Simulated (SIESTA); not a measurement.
**NiMoIrPdW in SIESTA: convergence with k mesh**

Input of the first run (k mesh 2 × 2 × 1); the others differ in this setting and in those tied to it:

File NiMoIrPdW.fdf:

```
SystemName                      NiMoIrPdW
SystemLabel                     NiMoIrPdW
NumberOfSpecies                 5
NumberOfAtoms                   5
%block ChemicalSpeciesLabel
  1  28 Ni
  2  42 Mo
  3  46 Pd
  4  77 Ir
  5  74 W
%endblock ChemicalSpeciesLabel

LatticeConstant                 1.0 Ang
%block LatticeVectors
     4.1170500000     0.0000000000     0.0000000000
    -2.0585300000     3.5654700000     0.0000000000
     0.0000000000     0.0000000000     5.4458000000
%endblock LatticeVectors
AtomicCoordinatesFormat         Fractional
%block AtomicCoordinatesAndAtomicSpecies
     0.0000000000     0.0000000000     0.9577500000  1  Ni
     0.6666700000     0.3333300000     0.9616100000  2  Mo
     0.6666700000     0.3333300000     0.4629500000  3  Pd
     0.3333300000     0.6666700000     0.7257200000  4  Ir
     0.3333300000     0.6666700000     0.2364200000  5  W
%endblock AtomicCoordinatesAndAtomicSpecies

%block kgrid.MonkhorstPack
    2   0   0  0.0
    0   2   0  0.0
    0   0   1  0.0
%endblock kgrid.MonkhorstPack
XC.Functional                   GGA
XC.Authors                      PBE
PAO.BasisSize                   DZP
PAO.EnergyShift                 0.003 Ry
Mesh.Cutoff                     800 Ry
Spin                            polarized
%block DM.InitSpin
    1   1.000
    2   1.000
    3   0.000
    4   0.600
    5   0.000
%endblock DM.InitSpin
OccupationFunction              FD
ElectronicTemperature           0.05 eV
MaxSCFIterations                200
SCF.MustConverge                false
SCF.Mixer.Method                Pulay
SCF.Mixer.Weight                0.1
SCF.Mixer.History               10
SCF.DM.Tolerance                5.0e-05
SCF.H.Tolerance                 1.0e-03 eV
WriteForces                     true
Charge.Mulliken                 end
%block PAO.Basis
  Ni 5
  n=3 0 2
    2.432 0.000
  n=4 0 2
    7.095 0.000
  n=3 1 2
    2.716 0.000
  n=4 1 1
    7.095
  n=3 2 2
    4.466 0.000
  Mo 5
  n=4 0 2
    3.234 0.000
  n=5 0 2
    8.986 0.000
  n=4 1 2
    3.729 0.000
  n=5 1 1
    8.986
  n=4 2 2
    6.762 0.000
  Pd 5
  n=4 0 2
    2.822 0.000
  n=5 0 2
    8.721 0.000
  n=4 1 2
    3.234 0.000
  n=5 1 1
    8.721
  n=4 2 2
    5.877 0.000
  Ir 5
  n=5 0 2
    2.793 0.000
  n=6 0 2
    6.789 0.000
  n=5 1 2
    3.326 0.000
  n=6 1 1
    6.789
  n=5 2 2
    5.613 0.000
  W 5
  n=5 0 2
    3.045 0.000
  n=6 0 2
    7.641 0.000
  n=5 1 2
    3.655 0.000
  n=6 1 1
    7.641
  n=5 2 2
    6.655 0.000
%endblock PAO.Basis
Diag.ParallelOverK              false
```

Potentials or basis: PseudoDojo 0.4 standard (PBE files), DZP (energy shift 0.003 Ry; two zetas on semicore shells).

The run is started by

```sh
$ mpirun -n 4 siesta NiMoIrPdW.fdf > NiMoIrPdW.out 2>&1
```

The cell was built by a generator and needn't be a form met in nature.

Hardware: 4 MPI ranks on Arm Neoverse N1, with other jobs on the host.

```csv
k mesh,"energy less the tightest run, at zero smearing (meV/atom)",pressure (GPa),largest force (eV/Å),SCF cycles,CPU time (s)
2 × 2 × 1,145.86,3.80,1.870,32,1000
3 × 3 × 2,-30.64,2.84,0.231,24,880
4 × 4 × 3,9.47,2.78,0.117,21,810
6 × 6 × 4,-0.40,2.70,0.249,19,820
7 × 7 × 4,1.64,2.72,0.247,21,890
8 × 8 × 5,-2.54,2.67,0.133,19,920
10 × 10 × 6,0.00,2.71,0.127,20,1100
```

Against the tightest run, the pressure stays within 0.1 GPa from 4 × 4 × 3 on. Not settled before the last step: the energy (to 1 meV/atom), the largest force (to 0.005 eV/Å). Meshes of other sizes hit other points, so gaps and Fermi surfaces needn't settle smoothly. The tightest run that finished is the yardstick and may itself not be fully converged.

Caveat, for the tightest run too: short orbitals over semicore shells can move pressures by several GPa; the valence orbitals were made in a potential fitted to the semicore shell under them, which widens gaps by tenths of an eV or more; the basis of atomic orbitals isn't converged, which shifts pressures, moduli and gaps. Spin-orbit coupling is left out, which matters for the levels of Ir, W.
